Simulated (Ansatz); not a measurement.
# ClFGeH3N: basis-set convergence

Aim: see how fast density functionals converge with the basis set for ClFGeH3N.

The runs use Ansatz 0.2.0, Gaussian basis; one geometry, several basis sets.

Levels to be run: PBE0-D4/def2-SVP; ωB97M-V/def2-SVP; PBE0-D4/def2-QZVPP; ωB97M-V/def2-QZVPP; the functionals' def2-TZVPP values are taken from earlier runs.

**1. The relaxed structure**

The geometry comes from an earlier relaxation with PBE0-D4 in a triple-zeta def2 set; it is a stationary point, not always the lowest conformer.

SMILES `[NH2][GeH]([F])[Cl]`, 7 atoms, charge 0, spin multiplicity 1.

Atoms are counted from 1 here; the program's logs count them from 0.

Bond lengths: N1–Ge2 1.803 Å, N1–H5 1.010 Å, N1–H6 1.010 Å, Ge2–F3 1.737 Å, Ge2–Cl4 2.129 Å, Ge2–H7 1.525 Å. Angles: Ge2–N1–H5 115.0°, Ge2–N1–H6 115.6°, H5–N1–H6 110.1°, N1–Ge2–F3 112.3°, N1–Ge2–Cl4 107.1°, N1–Ge2–H7 113.5°, F3–Ge2–Cl4 105.2°, F3–Ge2–H7 106.3°, Cl4–Ge2–H7 112.3°.

Coordinates:

```xyz
7

N    -0.58866    1.02017   -0.15057
Ge    0.39293   -0.49223   -0.13678
F     1.16944   -0.76030    1.39425
Cl   -0.96215   -2.11847   -0.36727
H    -1.43076    0.98743    0.40641
H    -0.08027    1.87242    0.03934
H     1.49948   -0.50902   -1.18538
```

**2. PBE0-D4 in def2-SVP**

in.yaml

```yaml
crystal:
  periodic: [false, false, false]
  atoms:
    - {symbol: N, position_ang: [-0.588660, 1.020173, -0.150570]}
    - {symbol: Ge, position_ang: [0.392930, -0.492230, -0.136784]}
    - {symbol: F, position_ang: [1.169436, -0.760299, 1.394254]}
    - {symbol: Cl, position_ang: [-0.962152, -2.118470, -0.367273]}
    - {symbol: H, position_ang: [-1.430758, 0.987426, 0.406413]}
    - {symbol: H, position_ang: [-0.080275, 1.872420, 0.039335]}
    - {symbol: H, position_ang: [1.499479, -0.509019, -1.185375]}
basis:
  gaussian: {orbitals: def2-SVP}
hamiltonian: {xc: pbe0, dispersion: d4}
output: {orbitals: {seedname: orbitals}}
```

The runs that follow: ωB97M-V in def2-SVP; PBE0-D4 in def2-QZVPP; ωB97M-V in def2-QZVPP.

**Question.** What will the summary of the whole plan be? Wanted: PBE0-D4: double and triple zeta above quadruple; ωB97M-V: double and triple zeta above quadruple.

As calculated:

| quantity | value |
| --- | --- |
| PBE0-D4: double and triple zeta above quadruple | 18.72, 1.85 eV |
| ωB97M-V: double and triple zeta above quadruple | 18.71, 1.79 eV |

What this shows: PBE0-D4 gains 16.86 eV from double to triple zeta, then 1.85 eV more. These are total energies; as a rule much of such shifts cancels in differences, which this series doesn't test. The LUMO of ωB97M-V is positive and keeps falling with the basis (2.46 to 1.46 eV): an unbound level that the basis holds in place.
